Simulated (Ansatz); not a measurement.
**C₂H₁₀InN₃: taking an electron away**

Aim: the vertical ionisation energy of C₂H₁₀InN₃, as cation minus neutral at the neutral's geometry, on several levels, and how well −ε(HOMO) stands in for it.

Computed with Ansatz 0.2.0, Gaussian basis. Level: unrestricted cation, the program's frozen cores in correlated methods.

Levels to be run: UKS PBE-D4/def2-TZVPP; UKS r2SCAN-D4/def2-TZVPP; UKS PBE0-D4/def2-TZVPP; UKS B3LYP-D4/def2-TZVPP; UKS wB97X-V/def2-TZVPP; UKS wB97M-V/def2-TZVPP; UKS B2PLYP/def2-TZVPP; UHF-CCSD(T)/def2-TZVPP; UHF-MP2/def2-QZVPP; extrapolation to the limit; then −ε(HOMO) from the neutral's earlier runs with LDA (SPW92), PBE-D4, revPBE-D4, BLYP-D4, r2SCAN-D4, B97M-V, PBE0-D4, B3LYP-D4, r2SCANh-D4, r2SCAN0-D4, HSE06-D4, BHLYP-D4, CAM-B3LYP-D4, LC-ωPBE, ωB97X-V, ωB97M-V.

## (1) The relaxed structure

The geometry comes from an earlier relaxation with PBE0-D4/def2-TZVP; it is a stationary point, not always the lowest conformer. In takes the def2 core potential; no spin-orbit term is included.

16 atoms, charge 0, spin multiplicity 1.

Atoms are counted from 1 here; the program's logs count them from 0.

Bond lengths: C1–N2 1.436 Å, C1–H7 1.093 Å, C1–H8 1.102 Å, C1–H9 1.102 Å, N2–C3 1.436 Å, N2–In4 2.014 Å, C3–H10 1.093 Å, C3–H11 1.102 Å, C3–H12 1.102 Å, In4–N5 2.027 Å, In4–N6 2.027 Å, N5–H13 1.011 Å, N5–H14 1.011 Å, N6–H15 1.011 Å, N6–H16 1.011 Å. Angles: N2–C1–H7 111.3°, N2–C1–H8 111.9°, N2–C1–H9 112.0°, H7–C1–H8 107.1°, H7–C1–H9 107.4°, H8–C1–H9 106.8°, C1–N2–C3 112.9°, C1–N2–In4 123.5°, C3–N2–In4 123.6°, N2–C3–H10 111.3°, N2–C3–H11 112.0°, N2–C3–H12 111.9°, H10–C3–H11 107.4°, H10–C3–H12 107.1°, H11–C3–H12 106.8°, N2–In4–N5 118.5°, N2–In4–N6 118.5°, N5–In4–N6 122.9° and more.

## (2) Cation, UKS PBE-D4/def2-TZVPP

The input, in.yaml:

```yaml
crystal:
  periodic: [false, false, false]
  atoms:
    - {symbol: C, position_ang: [0.171183, -0.790081, 1.837217]}
    - {symbol: N, position_ang: [0.434698, -0.526820, 0.450388]}
    - {symbol: C, position_ang: [1.537351, -1.289483, -0.063834]}
    - {symbol: In, position_ang: [-0.633496, 0.771384, -0.657757]}
    - {symbol: N, position_ang: [-0.116499, 1.041478, -2.598721]}
    - {symbol: N, position_ang: [-2.176976, 1.750350, 0.218109]}
    - {symbol: H, position_ang: [-0.680370, -0.207123, 2.197469]}
    - {symbol: H, position_ang: [-0.063285, -1.851959, 2.017339]}
    - {symbol: H, position_ang: [1.034574, -0.542329, 2.476436]}
    - {symbol: H, position_ang: [1.724213, -1.058245, -1.115676]}
    - {symbol: H, position_ang: [1.359265, -2.375075, 0.008630]}
    - {symbol: H, position_ang: [2.471201, -1.083406, 0.484300]}
    - {symbol: H, position_ang: [0.313168, 0.245547, -3.049561]}
    - {symbol: H, position_ang: [-0.853978, 1.380604, -3.200645]}
    - {symbol: H, position_ang: [-2.437628, 2.625181, -0.215400]}
    - {symbol: H, position_ang: [-2.083411, 1.909997, 1.211666]}
basis:
  gaussian: {orbitals: def2-TZVPP}
total_charge: 1
magnetization: {spin_polarized: true, initial_magnetization: 1}
hamiltonian: {xc: pbe, dispersion: d4}
```

Launch:

```
$ ansatz run in.yaml --threads 2 --pin off --events-out ev --progress --plain --max-ram 32768MiB --backend cuda --devices 0, --max-vram 18GiB
```

Further steps of the session: Cation, UKS r2SCAN-D4/def2-TZVPP; Cation, UKS PBE0-D4/def2-TZVPP; Cation, UKS B3LYP-D4/def2-TZVPP; Cation, UKS wB97X-V/def2-TZVPP; Cation, UKS wB97M-V/def2-TZVPP; Cation, UKS B2PLYP (frozen core)/def2-TZVPP; Cation, UHF-CCSD(T)/def2-TZVPP; Cation, UHF-MP2/def2-QZVPP.

Before running them: what should the planned runs give, taken together? Wanted: ionisation energy, CCSD(T)/CBS; nearest functional by difference; nearest −ε(HOMO); −ε(HOMO) of PBE; T1 of the cation.

As calculated:

```
                        quantity               value
  ionisation energy, CCSD(T)/CBS             7.86 eV
nearest functional by difference  ωB97M-V (-0.19 eV)
                nearest −ε(HOMO)  ωB97M-V (+0.18 eV)
                 −ε(HOMO) of PBE             4.48 eV
                T1 of the cation               0.019
```

What this shows: Energy differences with functionals land within 0.57 eV of the reference. −ε(HOMO) of PBE misses by 3.4 eV, since self-interaction lifts the level. Among orbital estimates ωB97M-V comes nearest. Hartree-Fock falls 1.49 eV short, as the neutral has more correlation energy than the cation. Correlated methods include outer-core shells of In, which these sets cover unevenly. With outer-core shells in play the reference is unsure by up to some tenths of an eV, so close misses can't be ranked.
